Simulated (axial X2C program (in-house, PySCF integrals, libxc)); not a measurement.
# A two-component session on HfN: properties at the nuclei

Aim: properties at the nuclei of HfN, with spin–orbit coupling in the Hamiltonian from the start.

Computed with an in-house X2C program for linear molecules on PySCF integrals. Level: two-component X2C with atomic mean-field terms, Hf dyall-acv3z, N dyall-av3z.

All values are calculated.

### Step 1. Set-up

task.json reads:

```json
{
 "zs": [
  72,
  7
 ],
 "q": 0,
 "bas": [
  "dyall-acv3z",
  "dyall-av3z"
 ],
 "r0": 1.88,
 "levels": [
  "PBE0",
  "HF",
  "B3LYP"
 ],
 "nst": 1,
 "ff": 1,
 "thr": -3.5,
 "nmax": 130,
 "opt": {
  "ecut": 60
 }
}
```

Keys: zs atomic numbers; q charge; bas basis sets; r0 starting distance in Å; levels methods (HF also brings MP2); nst determinants followed; ff finite-field run; thr threshold in hartree for freezing inner shells (an s shell follows its p shell); nmax most natural virtual spinors; ecut virtual cutoff in hartree.

On the command line:

```console
> python soeom.py task.json out
```

Further steps of the session: Expectation values, lowest determinant; Finite-field coupled cluster.

Q: Predict the outcome of this session. Wanted: lowest determinant; Eeff magnitude; Ws magnitude Hf; A∥/gI Hf; qzz Hf (for each run or level that gives them).

The runs gave:

```
                       quantity                                    value
             lowest determinant  Ω = 1/2 (excess of +ω over −ω: ω = 1/2)
   Eeff magnitude (GV/cm), PBE0                                     33.5
    Ws magnitude Hf (kHz), PBE0                                     60.7
           A∥/gI Hf (MHz), PBE0                                    10100
            qzz Hf (a.u.), PBE0                                    -7.29
Eeff magnitude (GV/cm), CCSD(T)                                     25.3
 Ws magnitude Hf (kHz), CCSD(T)                                     44.6
        A∥/gI Hf (MHz), CCSD(T)                                    11100
         qzz Hf (a.u.), CCSD(T)                                    -6.25
```

What this shows: In the first state, the effective field runs from 31.5 to 55.2 GV/cm over the mean-field levels. The expectation values come from single determinants, which for open shells can mix terms of unlike spin or miss the lowest Ω, so a determinant need not be a state. Eeff is the effective electric field on the electron dipole moment in this Ω state and Ws the scalar–pseudoscalar constant (defined with the proton number Z and per Ω); A∥ is the parallel hyperfine constant, which follows by multiplying with the nuclear g factor gI = μI/(I μN); qzz is the electric field gradient, eQq0 = 234.96 MHz × Q/barn × qzz; μ is positive if N is the positive end. The operators were transformed with the bare-nucleus X2C matrices. Correlation of the inner shells is missing, which matters for properties at the nucleus.
